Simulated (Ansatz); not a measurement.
# CH7AlClNSi: one species, many methods

How much do the methods differ for CH7AlClNSi? The plan is to run it at one geometry with functionals of several rungs and with coupled cluster, and see how far each lands from CCSD(T) at the basis-set limit for the atomisation energy.

The runs use Ansatz 0.2.0, Gaussian basis; functionals in def2-TZVPP, the program's frozen cores in correlated methods.

Plan: PBE-D4, r2SCAN-D4, PBE0-D4, B3LYP-D4, ωB97X-V, ωB97M-V, B2PLYP; CCSD(T)/def2-TZVPP; MP2/def2-QZVPP; extrapolation to the limit.

**1. The relaxed structure**

The geometry comes from an earlier relaxation with PBE0-D4 in a triple-zeta def2 set; it is a stationary point, not always the lowest conformer.

12 atoms, charge 0, spin multiplicity 1.

Atoms are counted from 1 here; the program's logs count them from 0.

Bond lengths: N1–Al2 1.758 Å, N1–H6 1.008 Å, N1–H7 1.007 Å, Al2–C3 1.970 Å, Al2–H8 1.582 Å, C3–Si4 1.875 Å, C3–Cl5 1.807 Å, C3–H9 1.095 Å, Si4–H10 1.485 Å, Si4–H11 1.490 Å, Si4–H12 1.486 Å. Angles: Al2–N1–H6 123.6°, Al2–N1–H7 125.5°, H6–N1–H7 110.9°, N1–Al2–C3 118.1°, N1–Al2–H8 120.8°, C3–Al2–H8 121.2°, Al2–C3–Si4 114.9°, Al2–C3–Cl5 109.4°, Al2–C3–H9 109.7°, Si4–C3–Cl5 107.8°, Si4–C3–H9 108.2°, Cl5–C3–H9 106.5°, C3–Si4–H10 111.6°, C3–Si4–H11 108.4°, C3–Si4–H12 109.4°, H10–Si4–H11 109.4°, H10–Si4–H12 109.2°, H11–Si4–H12 108.7°.

**2. PBE-D4 (GGA)**

Contents of in.yaml:

```yaml
crystal:
  periodic: [false, false, false]
  atoms:
    - {symbol: N, position_ang: [0.049706, 2.051073, 1.452498]}
    - {symbol: Al, position_ang: [-0.761215, 0.572083, 0.956353]}
    - {symbol: C, position_ang: [-0.387457, -0.129505, -0.845994]}
    - {symbol: Si, position_ang: [0.577131, -1.737277, -0.883798]}
    - {symbol: Cl, position_ang: [0.549465, 1.097517, -1.784639]}
    - {symbol: H, position_ang: [0.667614, 2.576098, 0.854318]}
    - {symbol: H, position_ang: [-0.042523, 2.495379, 2.350919]}
    - {symbol: H, position_ang: [-1.742743, -0.181765, 1.941571]}
    - {symbol: H, position_ang: [-1.328368, -0.282426, -1.385205]}
    - {symbol: H, position_ang: [0.850848, -2.177163, -2.275952]}
    - {symbol: H, position_ang: [-0.220901, -2.781633, -0.181431]}
    - {symbol: H, position_ang: [1.865443, -1.557780, -0.164540]}
basis:
  gaussian: {orbitals: def2-TZVPP}
hamiltonian: {xc: pbe, dispersion: d4}
output: {forces: true, orbitals: {seedname: orbitals}}
```

The run is started by

```console
> ansatz run in.yaml --threads 4 --pin off --events-out ev --progress --plain --max-ram 10444MiB
```

After this run come: r2SCAN-D4 (meta-GGA); PBE0-D4 (hybrid); B3LYP-D4 (hybrid); ωB97X-V (range-separated); ωB97M-V (range-separated); B2PLYP (double hybrid); CCSD(T) in def2-TZVPP; MP2 in def2-QZVPP.

Q: Predict the results of all the runs planned. Wanted: atomisation energy, CCSD(T)/CBS; farthest; mean size of error, hybrid; mean size of error, range-separated; gap, smallest and largest; T1 diagnostic; triples share of the correlation energy.

As calculated:

| quantity | value |
| --- | --- |
| atomisation energy, CCSD(T)/CBS | 915.9 kcal/mol |
| functionals within 4.6 kcal/mol (0.5 %) | PBE-D4, r2SCAN-D4, B3LYP-D4, ωB97X-V, ωB97M-V |
| farthest | B2PLYP (-15.0 kcal/mol) |
| mean size of error, hybrid | 5.0 kcal/mol |
| mean size of error, range-separated | 3.3 kcal/mol |
| gap, smallest and largest | 4.72 eV (PBE-D4), 10.99 eV (ωB97X-V) |
| T1 diagnostic | 0.0114 |
| triples share of the correlation energy | 3.9 % |

In words: PBE-D4 is off by +3.6 kcal/mol. Double hybrids carry the basis error of their MP2 part in triple zeta, and no dispersion term here, so their miss is partly the set-up's. Misses under about 4.6 kcal/mol are within the doubt on the reference itself, which lacks core-valence correlation, relativity and higher excitations. Hartree-Fock recovers 72 % of the binding; the rest is correlation. Orbital gaps span 4.7 to 11.0 eV; exact exchange widens them.
